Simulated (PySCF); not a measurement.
Molecule: NGeFH2, in a box.

```
N Ge F H
1.0
    12.00000    0.00000    0.00000
     0.00000   12.00000    0.00000
     0.00000    0.00000   12.00000
N Ge F H
1 1 1 2
Cartesian
  5.3762 6.4943 5.8000
  6.2880 5.8415 7.2220
  7.4522 4.9427 6.2402
  4.5738 7.0993 5.8742
  5.6294 6.2819 4.8460
```

Base run:

```yaml
Program: PySCF 2.14.0
Functional: HSE06
Dispersion: D4
Potentials_or_basis: 6-31g* (all-electron)
k_mesh: 1 × 1 × 1
Occupations: fixed
Spin: no spin polarisation
```

Its results: gap between the frontier levels 5.48 eV.

Task: After a change of settings the same cell gave: gap between the frontier levels 5.43 eV. Which change was it?
A. functional from HSE06 to wB97X; dispersion from D4 to none
B. functional from HSE06 to r2SCANh
C. functional from HSE06 to M06-2X; dispersion from D4 to none

Result: B.

Caveats: this is a molecule in a periodic box at the Γ point, so its band gap is the HOMO-LUMO gap; relativity is left out, which matters for the heavier elements; the basis of atomic orbitals isn't converged, which shifts pressures, moduli and gaps; this program's HSE differs a little from the usual definition (some runs).

Runs at the PBE level aren't shown here.
